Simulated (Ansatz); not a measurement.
**BeH3+ (singlet): wave-function methods side by side at scale of all distances = 1.322, cc-pVTZ**

The task here is to estimate one member of a computed series from the others.

Method: cc-pVTZ, core rule «outside noble gas», up to 1 orbitals frozen; program: Ansatz 0.2.0, Gaussian basis.

Plan: UHF; CCSD(T) on RHF; BCCD(T) on RHF; CCSDT(Q) on RHF; CASSCF and NEVPT2, 2 electrons in 2 orbitals; Full CI.

23 further runs of the same task are left out: 10 for a known fault of the program, 10 that didn't finish, 3 set aside as unsound or not needed. Runs told in other sessions of the task aren't counted.

**The geometry**

The geometry derives from a PBE0/def2-TZVP stationary point (not a proven minimum). All distances are scaled together.

4 atoms, charge 1, spin multiplicity 1.

Atoms are counted from 1 here; the program's logs count them from 0.

No contacts short enough for the rule that draws bonds.

The first run:

Contents of in.yaml:

```yaml
crystal:
  periodic: [false, false, false]
  atoms:
    - {symbol: Be, position_ang: [0.000000, 0.000000, 0.216619]}
    - {symbol: H, position_ang: [0.000000, 0.516061, -1.946337]}
    - {symbol: H, position_ang: [0.000000, 0.000000, 1.955840]}
    - {symbol: H, position_ang: [0.000000, -0.516061, -1.946337]}
basis:
  gaussian: {orbitals: cc-pVTZ}
total_charge: 1
magnetization: {spin_polarized: true, initial_magnetization: 0}
hamiltonian: {xc: hf}
output: {orbitals: {seedname: orbitals}}
```

The run is started by

```
$ ansatz run in.yaml --threads 1 --pin off --events-out ev --progress --plain --max-ram 2393MiB
```

Steps of the session up to this table: UHF; CCSD(T) on RHF; BCCD(T) on RHF; CCSDT(Q) on RHF; CASSCF and NEVPT2, 2 electrons in 2 orbitals; Full CI.

One of the session's tables, all rows but one given; the rest of the session is left out.

| method | from FCI (meV) |
| --- | --- |
| RHF | +2382.7 |
| RMP2 | +595.4 |
| RCCSD | ? |
| RCCSD(T) | +3.8 |
| BCCD(T) | +3.7 |
| RCCSDT | +0.6 |
| RCCSDT(Q) | +0.1 |
| CASSCF pair | +1680.3 |
| NEVPT2 pair | +474.4 |
| FCI | 0 |

Estimate the missing values for RCCSD.

As computed: from FCI (meV): +16.8. In the column «from FCI (meV)» it lies between RCCSD(T) (+3.8) and NEVPT2 pair (+474.4).
